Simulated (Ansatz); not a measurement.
# CuTe: the cost of one run

Method: DFT LDA+U (U_eff = 4 eV on Cu d), plane waves, PAW, in Ansatz 0.2.0.

### Step 1. The starting structure

The structure is hexagonal, space group P-6m2 (No. 187). The conventional cell has a = 3.862 Å, b = 3.862 Å, c = 3.769 Å, α = 90.00°, β = 90.00°, γ = 120.00°. Cu (site symmetry -6m2) has 6 Te at 2.92 Å as nearest neighbours. Te (site symmetry -6m2) has 6 Cu at 2.92 Å as nearest neighbours.

Structure file:

```cif
data_structure
_symmetry_space_group_name_H-M 'P-6m2'
_symmetry_Int_Tables_number 187
_cell_length_a 3.8617
_cell_length_b 3.8617
_cell_length_c 3.7688
_cell_angle_alpha 90.000
_cell_angle_beta 90.000
_cell_angle_gamma 120.000
_cell_volume 48.67
loop_
_atom_site_label
_atom_site_type_symbol
_atom_site_symmetry_multiplicity
_atom_site_Wyckoff_symbol
_atom_site_fract_x
_atom_site_fract_y
_atom_site_fract_z
_atom_site_occupancy
Cu1 Cu 1 a 0.00000 0.00000 0.00000 1
Te1 Te 1 f 0.66667 0.33333 0.50000 1
```

An earlier series on this cell reached its lowest free state from «ferromagnetic start, free, natural orbitals of the symmetric run filled by rank», perhaps among other starts (it ended without moments).

### Step 2. Site moments held (series factor 0.3; the input gives the size)

File input.yaml:

```yaml
crystal:
  lattice:
    - [3.86166329, 0.0, 0.0]
    - [-1.93083165, 3.34429851, 0.0]
    - [0.0, 0.0, 3.76879205]
  atoms:
    - { symbol: Cu, position: [0.0, 0.0, 0.0], spin: 0.3 }
    - { symbol: Te, position: [0.6666666667, 0.3333333333, 0.5] }
basis:
  ecutwfc: 420
  ecutrho_ratio: 4
kpoints:
  mp_grid: { grid: [6, 6, 5] }
hamiltonian:
  xc: lda
  hubbard: { sites: [{ site: 0, l: d, u_eff: 4.0 }] }
scf:
  occupations: { method: gaussian, width: 0.05 }
  lower_state_search: "off"
  max_iter: 150
output:
  forces: true
  stress: true
  eigenvalues: true
  populations: true
  hubbard: { sites: [{ site: 0, l: d }] }
magnetization:
  spin_polarized: true
  spin_locking: { lock_spins: true }
```

The lock stays on to the end, so the result is a constrained state.

Command:

```
$ ansatz run input.yaml --threads 2 --pin off --max-ram 3072MiB --backend cpu --events-out ev --progress --plain --runs-dir out
```

Q: Estimate wall time and peak memory on 2 threads of Arm Neoverse N1, shared host.

About 16 s, with a peak of 0.41 GiB.
